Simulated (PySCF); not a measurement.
# 2-Chloro-3-Fluoropyridine: NMR shifts, electronic excitations and K edges in gas and solvents, part 2 of 2

PySCF 2.14.0. Atoms count from 0.

## Step 6: Ultraviolet spectrum: wB97X-D/def2-SVPD in dimethylsulfoxide

What the job is given:

```
{"job": {"kind": "uv", "xc": "wB97X-D", "basis": "def2-SVPD", "solvent": "dimethylsulfoxide", "nstates": 6, "ntriplets": 0}, "charge": 0, "multiplicity": 1}
F      1.700053     1.847150    -0.447296
C      0.855083     0.853946    -0.231453
C     -0.424647     1.104774     0.235024
C     -1.277042     0.021668     0.446751
C     -0.800712    -1.258553     0.178847
N      0.431957    -1.489273    -0.269765
C      1.237429    -0.474186    -0.470894
Cl     2.835526    -0.777577    -1.053624
H     -0.730831     2.135874     0.423461
H     -2.293818     0.173169     0.813637
H     -1.436243    -2.136753     0.331184
```

Level: TDDFT wB97X-D/def2-SVPD, vertical, IEF-PCM dimethylsulfoxide (non-equilibrium linear response), core orbitals frozen in the response.

Output:

```text
coarse grid: 11064 points
cycle   1  E = -806.4463338544  dE =  1.702e+00  |g| = 5.864e-01  |ddm| = 6.947e+00
cycle   2  E = -806.4430366638  dE =  3.297e-03  |g| = 6.685e-01  |ddm| = 3.143e+00
cycle   3  E = -806.5287971907  dE = -8.576e-02  |g| = 4.741e-02  |ddm| = 1.785e+00
cycle   4  E = -806.5294121512  dE = -6.150e-04  |g| = 2.332e-02  |ddm| = 1.924e-01
cycle   5  E = -806.5295537470  dE = -1.416e-04  |g| = 7.383e-03  |ddm| = 7.062e-02
cycle   6  E = -806.5295724596  dE = -1.871e-05  |g| = 1.888e-03  |ddm| = 3.326e-02
cycle   7  E = -806.5295748405  dE = -2.381e-06  |g| = 1.063e-03  |ddm| = 1.294e-02
final grid: 106504 points
cycle   8  E = -806.6296982656  dE = -8.646e-05  |g| = 7.043e-03  |ddm| = 2.296e-01
cycle   9  E = -806.6296974106  dE =  8.550e-07  |g| = 7.921e-03  |ddm| = 3.210e-02
cycle  10  E = -806.6297089090  dE = -1.150e-05  |g| = 4.469e-04  |ddm| = 2.416e-02
cycle  11  E = -806.6297089914  dE = -8.237e-08  |g| = 2.628e-04  |ddm| = 3.881e-03
cycle  12  E = -806.6297090120  dE = -2.057e-08  |g| = 7.102e-05  |ddm| = 2.120e-03
cycle  13  E = -806.6297090141  dE = -2.168e-09  |g| = 3.316e-05  |ddm| = 3.529e-04
cycle  14  E = -806.6297090147  dE = -5.434e-10  |g| = 1.006e-05  |ddm| = 2.713e-04
converged SCF energy = -806.6297090147

Static polarisability (au): isotropic 107.211, principal 64.969 112.979 143.686

Singlet excitations
state   eV       nm        f      main configurations
  1   5.2720    235.2   0.14508   H->L 0.86, H-2->L+1 0.11
  2   5.4928    225.7   0.00515   H-1->L 0.98
  3   6.0588    204.6   0.00001   H-1->L+1 0.99
  4   6.1701    200.9   0.10930   H->L+1 0.77, H-2->L 0.20
  5   6.9882    177.4   0.00005   H->L+2 0.83
  6   7.0328    176.3   0.41547   H-2->L 0.70, H->L+1 0.19
```

It took 28 s on 1 thread of Arm Neoverse V1, shared host; peak memory 0.92 GiB.

This run: HOMO -9.33 eV, LUMO 0.41 eV; lowest singlet 5.27 eV.

## Step 7: TDDFT and polarisability: wB97X-D/def2-SVPD in methanol

The job, as its differences from that of step 6:

```diff
@@ -1,2 +1,2 @@
-{"job": {"kind": "uv", "xc": "wB97X-D", "basis": "def2-SVPD", "solvent": "dimethylsulfoxide", "nstates": 6, "ntriplets": 0}, "charge": 0, "multiplicity": 1}
+{"job": {"kind": "uv", "xc": "wB97X-D", "basis": "def2-SVPD", "solvent": "methanol", "nstates": 6, "ntriplets": 0}, "charge": 0, "multiplicity": 1}
 F      1.700053     1.847150    -0.447296
```

With the program's defaults for keys left out, this is: TDDFT wB97X-D/def2-SVPD, vertical, IEF-PCM methanol (non-equilibrium linear response), core orbitals frozen in the response.

Output:

```text
coarse grid: 11064 points
cycle   1  E = -806.4461599077  dE =  1.703e+00  |g| = 5.866e-01  |ddm| = 6.947e+00
cycle   2  E = -806.4426887876  dE =  3.471e-03  |g| = 6.693e-01  |ddm| = 3.149e+00
cycle   3  E = -806.5286645500  dE = -8.598e-02  |g| = 4.739e-02  |ddm| = 1.789e+00
cycle   4  E = -806.5292782859  dE = -6.137e-04  |g| = 2.330e-02  |ddm| = 1.910e-01
cycle   5  E = -806.5294194458  dE = -1.412e-04  |g| = 7.363e-03  |ddm| = 7.026e-02
cycle   6  E = -806.5294380239  dE = -1.858e-05  |g| = 1.880e-03  |ddm| = 3.279e-02
cycle   7  E = -806.5294403729  dE = -2.349e-06  |g| = 1.058e-03  |ddm| = 1.262e-02
final grid: 106504 points
cycle   8  E = -806.6295640412  dE = -8.643e-05  |g| = 7.046e-03  |ddm| = 2.294e-01
cycle   9  E = -806.6295631616  dE =  8.796e-07  |g| = 7.931e-03  |ddm| = 3.207e-02
cycle  10  E = -806.6295746898  dE = -1.153e-05  |g| = 4.472e-04  |ddm| = 2.415e-02
cycle  11  E = -806.6295747717  dE = -8.192e-08  |g| = 2.637e-04  |ddm| = 3.848e-03
cycle  12  E = -806.6295747924  dE = -2.062e-08  |g| = 7.141e-05  |ddm| = 2.108e-03
cycle  13  E = -806.6295747945  dE = -2.166e-09  |g| = 3.297e-05  |ddm| = 3.470e-04
cycle  14  E = -806.6295747951  dE = -5.366e-10  |g| = 1.003e-05  |ddm| = 2.671e-04
converged SCF energy = -806.6295747951

Static polarisability (au): isotropic 106.653, principal 64.537 112.355 143.067

Singlet excitations
state   eV       nm        f      main configurations
  1   5.2838    234.6   0.13181   H->L 0.85, H-2->L+1 0.11
  2   5.4922    225.7   0.00481   H-1->L 0.98
  3   6.0550    204.8   0.00001   H-1->L+1 0.99
  4   6.1828    200.5   0.09862   H->L+1 0.76, H-2->L 0.20
  5   6.9923    177.3   0.00003   H->L+2 0.83
  6   7.0687    175.4   0.38298   H-2->L 0.67, H->L+1 0.20
```

Run time: 28 s. Hardware: 1 thread of Arm Neoverse V1, shared host; peak memory 0.92 GiB.

This run: HOMO -9.33 eV, LUMO 0.41 eV; lowest singlet 5.28 eV.

## Step 8: Core excitations: BHandHLYP/def2-SVPD+aug-pcX-1+pcseg-1

The job, as its differences from that of step 7:

```diff
@@ -1,2 +1,2 @@
-{"job": {"kind": "uv", "xc": "wB97X-D", "basis": "def2-SVPD", "solvent": "methanol", "nstates": 6, "ntriplets": 0}, "charge": 0, "multiplicity": 1}
+{"job": {"kind": "xas", "xc": "BHandHLYP", "basis": {"default": "aug-pcX-1", "H": "pcseg-1", "Cl": "def2-SVPD"}}, "charge": 0, "multiplicity": 1}
 F      1.700053     1.847150    -0.447296
```

With the program's defaults for keys left out, this is: core-valence-separated TDA BHandHLYP/aug-pcX-1 H:pcseg-1 Cl:def2-SVPD, K edges, non-relativistic, gas phase.

Output:

```text
coarse grid: 11064 points
cycle   1  E = -806.5994629407  dE =  1.741e+00  |g| = 5.919e-01  |ddm| = 6.617e+00
cycle   2  E = -806.5823956731  dE =  1.707e-02  |g| = 7.093e-01  |ddm| = 2.669e+00
cycle   3  E = -806.6774302421  dE = -9.503e-02  |g| = 6.824e-02  |ddm| = 1.533e+00
cycle   4  E = -806.6783423387  dE = -9.121e-04  |g| = 4.313e-02  |ddm| = 1.872e-01
cycle   5  E = -806.6788026053  dE = -4.603e-04  |g| = 9.150e-03  |ddm| = 9.438e-02
cycle   6  E = -806.6788217046  dE = -1.910e-05  |g| = 2.368e-03  |ddm| = 1.951e-02
cycle   7  E = -806.6788232973  dE = -1.593e-06  |g| = 8.846e-04  |ddm| = 9.229e-03
final grid: 106504 points
cycle   8  E = -806.7511154253  dE = -8.198e-05  |g| = 3.425e-03  |ddm| = 7.929e-02
cycle   9  E = -806.7511152384  dE =  1.869e-07  |g| = 3.286e-03  |ddm| = 9.578e-03
cycle  10  E = -806.7511172031  dE = -1.965e-06  |g| = 4.437e-04  |ddm| = 5.271e-03
cycle  11  E = -806.7511172293  dE = -2.626e-08  |g| = 1.836e-04  |ddm| = 8.954e-04
cycle  12  E = -806.7511172371  dE = -7.796e-09  |g| = 3.729e-05  |ddm| = 3.660e-04
cycle  13  E = -806.7511172375  dE = -3.595e-10  |g| = 2.123e-05  |ddm| = 7.818e-05
converged SCF energy = -806.7511172375

C K edge
   eV          f      from atoms
  282.996   0.05056   C2
  283.088   0.06750   C3
  283.518   0.06898   C4
  284.864   0.06270   C6
  285.070   0.00057   C3
  285.306   0.07322   C1
  285.714   0.00080   C4
  285.745   0.00000   C2
  286.272   0.01744   C3
  286.623   0.02018   C2
  286.803   0.05866   C6
  287.179   0.01802   C4
  287.208   0.00078   C1
  287.332   0.00158   C6
  287.765   0.00091   C3 C2
  287.783   0.00096   C2 C3
  287.952   0.00105   C3
  288.051   0.00481   C3
  288.133   0.04348   C1
  288.171   0.00511   C2
  288.419   0.00125   C3
  288.431   0.00498   C2
  288.442   0.00206   C4
  288.632   0.00186   C4

N K edge
   eV          f      from atoms
  396.638   0.05937   N5
  399.788   0.00006   N5
  401.698   0.00027   N5
  401.851   0.00120   N5
  402.513   0.00277   N5
  402.615   0.00063   N5
  402.870   0.00100   N5
  403.259   0.00053   N5

F K edge
   eV          f      from atoms
  686.095   0.00906   F0
  686.519   0.02718   F0
  686.804   0.00083   F0
  687.827   0.00853   F0
  688.861   0.00712   F0
  689.038   0.00146   F0
  689.146   0.00189   F0
  689.305   0.00109   F0
```

It took 30 s on 1 thread of Arm Neoverse V1, shared host; peak memory 1 GiB.

## Step 9: Comparing the runs: NMR shifts

Shifts (ppm) of some atoms, chosen among heavy atoms and hydrogens apart, with basis size and wall time:

```csv
run,C4,C6,C2,C3,H8,H9,N5,functions,time
PBE0/pcSseg-1 in dimethylsulfoxide,151.4,146.8,133.3,132.9,7.94,7.66,343.8,158,17 s
PBE0/pcSseg-1 in methanol,151.3,146.9,133.2,132.8,7.94,7.66,344.0,158,15 s
```

The continuum's effect on the ground state:

```csv
solvent,ε,polarisation energy (Eh),μ (D)
methanol,32.61,-0.0094,4.67
dimethylsulfoxide,46.83,-0.0096,4.69
```

## Step 10: Side by side: electronic excitations

Excitations and ground-state properties, with basis size and wall time:

```csv
run,lowest singlet (eV),brightest (eV),f,gap (eV),α (Å³),μ (D),functions,time
wB97X-D/def2-SVPD,5.27,7.10,0.248,9.68,11.52,3.51,194,39 s
wB97X-D/def2-SVPD in dimethylsulfoxide,5.27,7.03,0.415,9.75,15.89,4.92,194,28 s
wB97X-D/def2-SVPD in methanol,5.28,7.07,0.383,9.75,15.80,4.89,194,28 s
```

The continuum's effect on the ground state:

```csv
solvent,ε,polarisation energy (Eh),μ (D)
methanol,32.61,-0.0098,4.89
dimethylsulfoxide,46.83,-0.0100,4.92
```

## Step 11: Outcome

This closing draws on all 2 parts.

| quantity | value |
| --- | --- |
| point group | Cs |
| rotational constants (main isotopes) | 2.97, 1.61, 1.04 GHz |
| ¹³C shifts against TMS (PBE0/pcSseg-1, dimethylsulfoxide) | 163.7, 151.4, 146.8, 133.3, 132.9 ppm |
| ¹H shifts against TMS (PBE0/pcSseg-1, dimethylsulfoxide) | 8.44, 7.94, 7.66 ppm |
| ¹⁹F shifts against CFCl3 (PBE0/pcSseg-1, dimethylsulfoxide) | -119.1 ppm |
| ¹⁵N shifts against NH3 (PBE0/pcSseg-1, dimethylsulfoxide) | 343.8 ppm |
| shieldings of Cl (PBE0/pcSseg-1, dimethylsulfoxide) | Cl7 703.8 ppm |
| lowest singlet (wB97X-D/def2-SVPD) | 5.27 eV (235 nm), f = 0.097 |
| brightest single state of those computed | state 6, 7.10 eV, f = 0.248 |
| surface potential, 1st and 99th percentile | -1.38 V and 1.46 V |
| C K edge | first line 283.00 eV, strongest 285.31 eV (f = 0.073) |
| N K edge | first line 396.64 eV, strongest 396.64 eV (f = 0.059) |
| F K edge | first line 686.10 eV, strongest 686.52 eV (f = 0.027) |
| range of the shift of N5 | 343.8 to 344.0 ppm |
| range of the lowest singlet | 5.27 to 5.28 eV |

**Reading.** At PBE0/pcSseg-1: Shielding is most anisotropic at N5 (span 582 ppm, paramagnetic term -407 ppm). NICS(1)zz of -27 ppm above the planar ring from C1 marks a diatropic (aromatic) ring current. The lowest singlet, at 5.27 eV, is HOMO→LUMO 0.83, HOMO−2→LUMO+1 0.12 and is bright; of the 6 states computed, the strongest absorption comes from state 6 at 7.10 eV (the last computed, so partners may be missing). At the C edge the strongest single line lifts a 1s electron of C1 into several orbitals, led by LUMO+1 (weight 0.65), 2.3 eV above the first line. At the F edge the strongest single line lifts a 1s electron of F0 into several orbitals, led by LUMO+3 (weight 0.20), 0.4 eV above the first line. Absolute edge energies from this method are off by several eV; spacings are better. Among the atoms with a shift in every run: Across the 2 runs the shift of N5 moves most, between 343.8 (PBE0/pcSseg-1 in dimethylsulfoxide) and 344.0 ppm (PBE0/pcSseg-1 in methanol). The continuum holds electrostatics alone: no hydrogen bonds to the solvent, and the gas-phase geometry is kept. The lowest singlet runs from 5.27 eV (wB97X-D/def2-SVPD in dimethylsulfoxide) to 5.28 eV (wB97X-D/def2-SVPD in methanol), while the orbital gap spans 9.68 to 9.75 eV. The lowest state need not be the same one in every run.
